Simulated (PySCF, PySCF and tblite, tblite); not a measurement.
# C₃H₈GeSe: a scan of pseudorotation, part 2 of 3

PySCF and tblite. Atoms count from 0. The steps go on from the part before.

## 9. Shieldings, coordinate held at 36.1: PBE0/pcSseg-1

The job: settings as JSON, then the geometry in Å.

```
{"job": {"kind": "nmr", "xc": "PBE0", "basis": "pcSseg-1", "every": 2, "pop": false}, "charge": 0, "multiplicity": 1}
C     -1.142832     0.526114     0.044987
C     -1.208542    -0.929256     0.485908
Se     0.545333    -1.886950     0.470445
C      1.563298    -0.554274    -0.547338
Ge     0.733372     1.163060    -0.036518
H     -1.751492     1.140965     0.707949
H     -1.566981     0.625788    -0.957025
H     -1.547349    -1.019996     1.518810
H     -1.880126    -1.512567    -0.145736
H      1.477234    -0.773568    -1.612060
H      2.604150    -0.658612    -0.248728
H      0.937147     2.257899    -1.051191
H      1.254539     1.637988     1.289494
```

Log:

```text
coarse grid: 50064 points
cycle   1  E = -4596.4310281429  dE = -1.324e+00  |g| = 1.087e+00  |ddm| = 3.501e+00
cycle   2  E = -4596.4079787844  dE =  2.305e-02  |g| = 9.673e-01  |ddm| = 8.929e-01
cycle   3  E = -4596.4945865326  dE = -8.661e-02  |g| = 1.768e-01  |ddm| = 6.238e-01
cycle   4  E = -4596.4994371761  dE = -4.851e-03  |g| = 5.030e-02  |ddm| = 1.719e-01
cycle   5  E = -4596.5000845117  dE = -6.473e-04  |g| = 1.351e-02  |ddm| = 5.468e-02
cycle   6  E = -4596.5001116578  dE = -2.715e-05  |g| = 1.346e-03  |ddm| = 9.516e-03
cycle   7  E = -4596.5001118217  dE = -1.638e-07  |g| = 4.723e-04  |ddm| = 1.770e-03
final grid: 102712 points
cycle   8  E = -4596.5001277420  dE = -5.268e-09  |g| = 5.955e-04  |ddm| = 1.566e-03
cycle   9  E = -4596.5001276986  dE =  4.341e-08  |g| = 7.766e-04  |ddm| = 1.278e-03
cycle  10  E = -4596.5001278106  dE = -1.121e-07  |g| = 5.628e-05  |ddm| = 6.767e-04
cycle  11  E = -4596.5001278114  dE = -8.076e-10  |g| = 1.055e-05  |ddm| = 6.067e-05
converged SCF energy = -4596.5001278114

GIAO shielding tensors (ppm)
atom      isotropic    diamagn.    paramagn.     s11        s22        s33       span
  0 C      173.830     248.669     -74.839    143.119    179.873    198.497     55.378
  1 C      154.081     243.923     -89.842    105.384    176.746    180.114     74.730
  2 Se    1521.195    2997.224   -1476.029    915.247   1581.910   2066.427   1151.180
  3 C      173.463     250.265     -76.802    148.597    180.637    191.156     42.559
  4 Ge    1398.238    2753.993   -1355.754   1150.903   1479.952   1563.860    412.957
  5 H       30.080      29.323       0.756     23.786     27.538     38.915     15.129
  6 H       30.408      30.016       0.392     23.928     27.991     39.304     15.376
  7 H       28.630      28.941      -0.311     21.401     27.291     37.198     15.796
  8 H       28.447      28.719      -0.272     20.363     27.501     37.476     17.112
  9 H       29.509      29.752      -0.243     21.927     26.852     39.746     17.819
 10 H       29.896      29.444       0.451     23.293     26.798     39.595     16.302
 11 H       26.874      28.538      -1.664     19.653     20.890     40.079     20.426
 12 H       27.532      28.632      -1.100     21.264     21.625     39.709     18.445
```

Wall time 22 s (1 thread of Arm Neoverse V1, shared host); peak memory 0.8 GiB.

Key values: HOMO -5.93 eV, LUMO 0.21 eV; dipole 1.67 D.

## 10. Shieldings, coordinate held at 108.1: PBE0/pcSseg-1

The job: settings as JSON, then the geometry in Å.

```
{"job": {"kind": "nmr", "xc": "PBE0", "basis": "pcSseg-1", "every": 2, "pop": false}, "charge": 0, "multiplicity": 1}
C     -1.201562     0.497528    -0.027769
C     -1.165168    -0.904881     0.544747
Se     0.232502    -1.993888    -0.340858
C      1.571333    -0.553274    -0.513174
Ge     0.667561     1.150715    -0.053640
H     -1.867411     1.122590     0.568164
H     -1.589822     0.477035    -1.048046
H     -0.931463    -0.891353     1.611937
H     -2.099399    -1.449315     0.396574
H      1.931599    -0.574086    -1.540908
H      2.406072    -0.783031     0.148139
H      0.931660     2.235686    -1.060437
H      1.121501     1.643376     1.293639
```

Log:

```text
coarse grid: 50064 points
cycle   1  E = -4596.4337750317  dE = -1.320e+00  |g| = 1.089e+00  |ddm| = 3.485e+00
cycle   2  E = -4596.4098386146  dE =  2.394e-02  |g| = 9.723e-01  |ddm| = 8.879e-01
cycle   3  E = -4596.4981440522  dE = -8.831e-02  |g| = 1.758e-01  |ddm| = 6.244e-01
cycle   4  E = -4596.5029562001  dE = -4.812e-03  |g| = 4.953e-02  |ddm| = 1.689e-01
cycle   5  E = -4596.5035790050  dE = -6.228e-04  |g| = 1.325e-02  |ddm| = 5.242e-02
cycle   6  E = -4596.5036053304  dE = -2.633e-05  |g| = 1.345e-03  |ddm| = 9.052e-03
cycle   7  E = -4596.5036054762  dE = -1.458e-07  |g| = 5.158e-04  |ddm| = 1.665e-03
final grid: 102712 points
cycle   8  E = -4596.5036208159  dE = -1.323e-09  |g| = 6.603e-04  |ddm| = 1.810e-03
cycle   9  E = -4596.5036207577  dE =  5.816e-08  |g| = 8.664e-04  |ddm| = 1.368e-03
cycle  10  E = -4596.5036209032  dE = -1.455e-07  |g| = 5.505e-05  |ddm| = 7.336e-04
cycle  11  E = -4596.5036209040  dE = -7.667e-10  |g| = 1.031e-05  |ddm| = 5.767e-05
converged SCF energy = -4596.5036209040

GIAO shielding tensors (ppm)
atom      isotropic    diamagn.    paramagn.     s11        s22        s33       span
  0 C      167.081     248.885     -81.804    147.410    162.564    191.269     43.859
  1 C      150.270     246.362     -96.092    110.057    167.757    172.997     62.940
  2 Se    1490.063    2997.056   -1506.993   1004.772   1432.535   2032.881   1028.109
  3 C      178.385     249.421     -71.036    150.569    183.561    201.024     50.455
  4 Ge    1413.754    2754.163   -1340.409   1197.863   1465.418   1577.982    380.120
  5 H       30.005      29.331       0.674     23.851     26.951     39.214     15.363
  6 H       30.463      29.825       0.638     25.339     27.406     38.645     13.306
  7 H       28.661      29.734      -1.073     21.893     27.042     37.048     15.155
  8 H       28.883      28.927      -0.044     21.899     26.658     38.093     16.195
  9 H       29.775      29.488       0.287     22.537     27.108     39.680     17.143
 10 H       29.523      29.288       0.235     21.742     27.076     39.752     18.009
 11 H       27.122      28.544      -1.421     20.134     21.243     39.990     19.856
 12 H       27.563      28.848      -1.285     20.891     21.664     40.133     19.242
```

It took 22 s on 1 thread of Arm Neoverse V1, shared host; peak memory 0.87 GiB.

This run: HOMO -5.98 eV, LUMO 0.15 eV; dipole 1.61 D.

## 11. Shieldings, coordinate held at 179.7: PBE0/pcSseg-1

The job: settings as JSON, then the geometry in Å.

```
{"job": {"kind": "nmr", "xc": "PBE0", "basis": "pcSseg-1", "every": 2, "pop": false}, "charge": 0, "multiplicity": 1}
C     -1.131863     0.531693     0.310675
C     -1.197437    -0.991392     0.260686
Se     0.262185    -1.828752    -0.789762
C      1.623413    -0.528764    -0.245288
Ge     0.641880     1.185612    -0.306505
H     -1.328516     0.872893     1.327758
H     -1.910721     0.958992    -0.322719
H     -1.116829    -1.417611     1.263354
H     -2.120988    -1.355262    -0.190606
H      2.441951    -0.603446    -0.957640
H      1.993362    -0.790124     0.746487
H      0.598143     1.720969    -1.707171
H      1.234987     2.246605     0.586206
```

Log:

```text
coarse grid: 50064 points
cycle   1  E = -4596.4320297387  dE = -1.317e+00  |g| = 1.088e+00  |ddm| = 3.509e+00
cycle   2  E = -4596.4081283684  dE =  2.390e-02  |g| = 9.701e-01  |ddm| = 8.925e-01
cycle   3  E = -4596.4956342352  dE = -8.751e-02  |g| = 1.775e-01  |ddm| = 6.285e-01
cycle   4  E = -4596.5005891840  dE = -4.955e-03  |g| = 5.187e-02  |ddm| = 1.738e-01
cycle   5  E = -4596.5012799122  dE = -6.907e-04  |g| = 1.340e-02  |ddm| = 5.529e-02
cycle   6  E = -4596.5013058958  dE = -2.598e-05  |g| = 1.378e-03  |ddm| = 9.318e-03
cycle   7  E = -4596.5013060703  dE = -1.745e-07  |g| = 4.712e-04  |ddm| = 1.772e-03
final grid: 102712 points
cycle   8  E = -4596.5012646959  dE = -3.059e-08  |g| = 5.738e-04  |ddm| = 1.805e-03
cycle   9  E = -4596.5012646590  dE =  3.693e-08  |g| = 7.418e-04  |ddm| = 1.227e-03
cycle  10  E = -4596.5012647587  dE = -9.977e-08  |g| = 5.233e-05  |ddm| = 6.431e-04
cycle  11  E = -4596.5012647594  dE = -6.830e-10  |g| = 1.186e-05  |ddm| = 5.773e-05
converged SCF energy = -4596.5012647594

GIAO shielding tensors (ppm)
atom      isotropic    diamagn.    paramagn.     s11        s22        s33       span
  0 C      174.282     248.590     -74.308    142.314    177.893    202.638     60.324
  1 C      151.707     244.534     -92.827    106.261    172.861    175.999     69.737
  2 Se    1499.109    2997.900   -1498.791    962.409   1499.245   2035.674   1073.265
  3 C      173.101     250.384     -77.283    150.903    177.985    190.415     39.512
  4 Ge    1404.858    2753.634   -1348.776   1166.112   1475.035   1573.428    407.317
  5 H       30.335      29.733       0.601     23.654     27.775     39.575     15.921
  6 H       30.123      29.429       0.694     23.816     27.910     38.643     14.827
  7 H       28.532      29.220      -0.689     20.001     27.964     37.630     17.630
  8 H       28.780      28.730       0.050     21.742     27.082     37.516     15.775
  9 H       29.916      29.510       0.406     23.476     26.762     39.509     16.033
 10 H       29.675      29.791      -0.116     22.071     26.964     39.991     17.920
 11 H       27.620      28.617      -0.998     21.222     21.665     39.972     18.750
 12 H       26.880      28.443      -1.562     19.655     20.899     40.087     20.431
```

It took 22 s on 1 thread of Arm Neoverse V1, shared host; peak memory 0.8 GiB.

This run: HOMO -5.98 eV, LUMO 0.19 eV; dipole 1.55 D.

## 12. Shieldings, coordinate held at 252.2: PBE0/pcSseg-1

The job: settings as JSON, then the geometry in Å.

```
{"job": {"kind": "nmr", "xc": "PBE0", "basis": "pcSseg-1", "every": 2, "pop": false}, "charge": 0, "multiplicity": 1}
C     -1.043058     0.480339     0.519808
C     -1.281816    -0.956680     0.101186
Se     0.408669    -1.985087    -0.169778
C      1.671717    -0.472128    -0.166952
Ge     0.570677     1.148138    -0.410539
H     -0.855792     0.531494     1.595156
H     -1.937040     1.070837     0.318304
H     -1.855146    -1.517214     0.841154
H     -1.807318    -1.001948    -0.855000
H      2.386360    -0.649244    -0.968378
H      2.206093    -0.473117     0.783305
H      0.339645     1.436480    -1.865868
H      1.178187     2.367163     0.227448
```

Log:

```text
coarse grid: 50064 points
cycle   1  E = -4596.4324854796  dE = -1.322e+00  |g| = 1.087e+00  |ddm| = 3.483e+00
cycle   2  E = -4596.4093159086  dE =  2.317e-02  |g| = 9.688e-01  |ddm| = 8.899e-01
cycle   3  E = -4596.4964461087  dE = -8.713e-02  |g| = 1.761e-01  |ddm| = 6.218e-01
cycle   4  E = -4596.5012590648  dE = -4.813e-03  |g| = 4.950e-02  |ddm| = 1.723e-01
cycle   5  E = -4596.5018844327  dE = -6.254e-04  |g| = 1.340e-02  |ddm| = 5.400e-02
cycle   6  E = -4596.5019113231  dE = -2.689e-05  |g| = 1.324e-03  |ddm| = 9.288e-03
cycle   7  E = -4596.5019114749  dE = -1.518e-07  |g| = 4.866e-04  |ddm| = 1.708e-03
final grid: 102712 points
cycle   8  E = -4596.5018557732  dE = -2.926e-08  |g| = 6.055e-04  |ddm| = 1.841e-03
cycle   9  E = -4596.5018557300  dE =  4.324e-08  |g| = 7.880e-04  |ddm| = 1.303e-03
cycle  10  E = -4596.5018558449  dE = -1.149e-07  |g| = 5.106e-05  |ddm| = 6.749e-04
cycle  11  E = -4596.5018558455  dE = -6.521e-10  |g| = 1.145e-05  |ddm| = 5.542e-05
converged SCF energy = -4596.5018558455

GIAO shielding tensors (ppm)
atom      isotropic    diamagn.    paramagn.     s11        s22        s33       span
  0 C      169.992     248.632     -78.640    146.653    172.474    190.850     44.198
  1 C      152.973     245.130     -92.158    108.465    172.827    177.626     69.161
  2 Se    1531.450    2996.743   -1465.292    951.819   1559.437   2083.095   1131.275
  3 C      175.972     249.853     -73.881    149.647    181.783    196.485     46.838
  4 Ge    1408.471    2754.368   -1345.896   1185.782   1477.121   1562.511    376.729
  5 H       30.480      30.004       0.476     24.862     27.633     38.944     14.082
  6 H       30.056      29.222       0.834     23.870     27.104     39.192     15.322
  7 H       28.653      28.713      -0.059     21.411     26.912     37.637     16.226
  8 H       28.487      29.381      -0.894     21.419     27.077     36.965     15.546
  9 H       29.759      29.362       0.396     22.775     26.925     39.575     16.800
 10 H       29.561      29.662      -0.101     21.968     26.961     39.755     17.788
 11 H       27.579      28.814      -1.235     21.189     21.684     39.864     18.675
 12 H       27.025      28.626      -1.601     19.972     21.018     40.085     20.112
```

Run time: 22 s. Hardware: 1 thread of Arm Neoverse V1, shared host; peak memory 0.87 GiB.

This run: HOMO -5.93 eV, LUMO 0.22 eV; dipole 1.73 D.

## 13. Shieldings, coordinate held at 323.9: PBE0/pcSseg-1

The job: settings as JSON, then the geometry in Å.

```
{"job": {"kind": "nmr", "xc": "PBE0", "basis": "pcSseg-1", "every": 2, "pop": false}, "charge": 0, "multiplicity": 1}
C     -1.117018     0.581020     0.389926
C     -1.215885    -0.924233     0.212685
Se     0.455590    -1.805210     0.773623
C      1.567226    -0.613538    -0.322207
Ge     0.679118     1.159343    -0.237560
H     -1.224744     0.837596     1.445261
H     -1.928878     1.070595    -0.149356
H     -2.018346    -1.366214     0.805493
H     -1.366125    -1.190483    -0.836345
H      1.608349    -1.016284    -1.335145
H      2.570661    -0.625121     0.097816
H      0.663732     1.822178    -1.591167
H      1.357589     2.091627     0.724016
```

Log:

```text
coarse grid: 50064 points
cycle   1  E = -4596.4342657284  dE = -1.312e+00  |g| = 1.089e+00  |ddm| = 3.497e+00
cycle   2  E = -4596.4093835448  dE =  2.488e-02  |g| = 9.742e-01  |ddm| = 8.905e-01
cycle   3  E = -4596.4983615769  dE = -8.898e-02  |g| = 1.774e-01  |ddm| = 6.299e-01
cycle   4  E = -4596.5033416153  dE = -4.980e-03  |g| = 5.195e-02  |ddm| = 1.730e-01
cycle   5  E = -4596.5040309339  dE = -6.893e-04  |g| = 1.323e-02  |ddm| = 5.446e-02
cycle   6  E = -4596.5040562798  dE = -2.535e-05  |g| = 1.400e-03  |ddm| = 9.007e-03
cycle   7  E = -4596.5040564487  dE = -1.689e-07  |g| = 5.047e-04  |ddm| = 1.729e-03
final grid: 102712 points
cycle   8  E = -4596.5040485599  dE = -7.543e-09  |g| = 6.454e-04  |ddm| = 1.702e-03
cycle   9  E = -4596.5040485111  dE =  4.876e-08  |g| = 8.352e-04  |ddm| = 1.316e-03
cycle  10  E = -4596.5040486413  dE = -1.301e-07  |g| = 5.117e-05  |ddm| = 6.958e-04
cycle  11  E = -4596.5040486419  dE = -6.512e-10  |g| = 1.134e-05  |ddm| = 5.607e-05
converged SCF energy = -4596.5040486419

GIAO shielding tensors (ppm)
atom      isotropic    diamagn.    paramagn.     s11        s22        s33       span
  0 C      168.140     248.631     -80.491    144.586    164.767    195.066     50.480
  1 C      148.331     246.223     -97.891    111.422    163.310    170.262     58.840
  2 Se    1484.489    2997.959   -1513.469   1045.756   1388.105   2019.608    973.852
  3 C      174.127     249.820     -75.694    149.253    177.011    196.117     46.864
  4 Ge    1422.511    2753.762   -1331.251   1207.875   1473.261   1586.397    378.522
  5 H       30.310      29.650       0.660     24.770     27.600     38.560     13.790
  6 H       30.028      29.412       0.617     23.695     27.121     39.269     15.575
  7 H       28.812      28.883      -0.071     21.810     26.687     37.941     16.131
  8 H       29.002      29.830      -0.828     21.752     27.609     37.644     15.893
  9 H       29.567      29.546       0.021     21.501     27.177     40.023     18.522
 10 H       29.797      29.437       0.360     23.292     26.914     39.185     15.893
 11 H       27.296      28.603      -1.307     20.311     21.354     40.222     19.911
 12 H       27.456      28.582      -1.126     20.620     21.598     40.150     19.530
```

Wall time 22 s (1 thread of Arm Neoverse V1, shared host); peak memory 0.8 GiB.

Key values: HOMO -6.02 eV, LUMO 0.15 eV; dipole 1.46 D.

## 14. Couplings, coordinate held at 359.7: B3LYP/pcseg-1+pcJ-1

The job: settings as JSON, then the geometry in Å.

```
{"job": {"kind": "j", "xc": "B3LYP", "basis": {"default": "pcseg-1", "H": "pcJ-1"}, "nuclei": ["H"], "every": 4, "pop": false}, "charge": 0, "multiplicity": 1}
C     -1.142887     0.563305     0.179976
C     -1.196814    -0.947956     0.379965
Se     0.569219    -1.779896     0.732028
C      1.554618    -0.588245    -0.470527
Ge     0.727020     1.171941    -0.118327
H     -1.548008     1.069499     1.057605
H     -1.771382     0.843574    -0.666337
H     -1.823599    -1.235278     1.224710
H     -1.580298    -1.445637    -0.513741
H      1.433665    -0.934078    -1.497428
H      2.605662    -0.652510    -0.197936
H      0.868208     2.139941    -1.265918
H      1.325065     1.803747     1.103739
```

Log:

```text
coarse grid: 50064 points
cycle   1  E = -4597.2122238701  dE = -1.243e+00  |g| = 3.673e-01  |ddm| = 3.424e+00
cycle   2  E = -4597.1910723834  dE =  2.115e-02  |g| = 4.575e-01  |ddm| = 8.936e-01
cycle   3  E = -4597.2471759444  dE = -5.610e-02  |g| = 6.780e-02  |ddm| = 4.935e-01
cycle   4  E = -4597.2484089834  dE = -1.233e-03  |g| = 2.295e-02  |ddm| = 1.135e-01
cycle   5  E = -4597.2485637495  dE = -1.548e-04  |g| = 5.249e-03  |ddm| = 3.637e-02
cycle   6  E = -4597.2485704963  dE = -6.747e-06  |g| = 1.706e-03  |ddm| = 6.319e-03
final grid: 102712 points
cycle   7  E = -4597.2485719588  dE =  4.571e-07  |g| = 2.208e-03  |ddm| = 4.170e-03
cycle   8  E = -4597.2485709278  dE =  1.031e-06  |g| = 2.989e-03  |ddm| = 4.948e-03
cycle   9  E = -4597.2485732363  dE = -2.308e-06  |g| = 1.894e-04  |ddm| = 2.731e-03
cycle  10  E = -4597.2485732471  dE = -1.080e-08  |g| = 3.028e-05  |ddm| = 2.721e-04
cycle  11  E = -4597.2485732474  dE = -2.692e-10  |g| = 5.087e-06  |ddm| = 3.860e-05
converged SCF energy = -4597.2485732474

Indirect spin-spin couplings (Hz)
  i      j    bonds     total        FC       PSO       DSO        SD
  5 H    6 H    2    -13.926   -14.831     2.066    -1.161         -
  5 H    7 H    3     14.324    13.177    -0.132     1.278         -
  5 H    8 H    3      9.095     9.180     1.561    -1.646         -
  5 H    9 H    4     -1.279    -0.253     0.924    -1.949         -
  5 H   10 H    4     -1.070     0.212     0.811    -2.092         -
  5 H   11 H    3     -0.348     1.529     0.570    -2.448         -
  5 H   12 H    3      4.997     4.774    -0.097     0.321         -
  6 H    7 H    3      2.177     2.001     1.158    -0.983         -
  6 H    8 H    3     13.475    12.277    -0.175     1.373         -
  6 H   10 H    4     -1.639    -0.417     0.904    -2.125         -
  6 H   11 H    3      2.300     2.221    -0.079     0.158         -
  6 H   12 H    3      4.055     6.583     0.797    -3.325         -
  7 H    8 H    2    -11.589   -12.474     2.014    -1.129         -
  7 H    9 H    4     -1.407    -0.438     0.904    -1.873         -
  7 H   10 H    4     -1.464     0.055     0.973    -2.492         -
  7 H   11 H    4     -0.783     0.853     0.769    -2.405         -
  7 H   12 H    4     -0.297     0.370     0.447    -1.114         -
  8 H    9 H    4      0.955     0.250    -0.314     1.019         -
  8 H   10 H    4     -1.740    -0.694     0.890    -1.936         -
  8 H   11 H    4     -1.311    -0.325     0.382    -1.369         -
  8 H   12 H    4     -1.747     0.025     0.784    -2.556         -
  9 H   10 H    2    -11.561   -12.988     2.185    -0.758         -
  9 H   11 H    3      0.541     0.654     0.089    -0.201         -
  9 H   12 H    3      6.264     8.936     0.901    -3.572         -
 10 H   11 H    3     -1.486    -0.209     0.490    -1.767         -
 10 H   12 H    3      1.699     1.526     0.060     0.113         -
 11 H   12 H    2     16.190    19.875     0.562    -4.247         -
```

Wall time 30 s (1 thread of Arm Neoverse V1, shared host); peak memory 0.88 GiB.

In short: HOMO -5.71 eV, LUMO 0.04 eV; dipole 1.47 D.

[end of part 2 of 3]
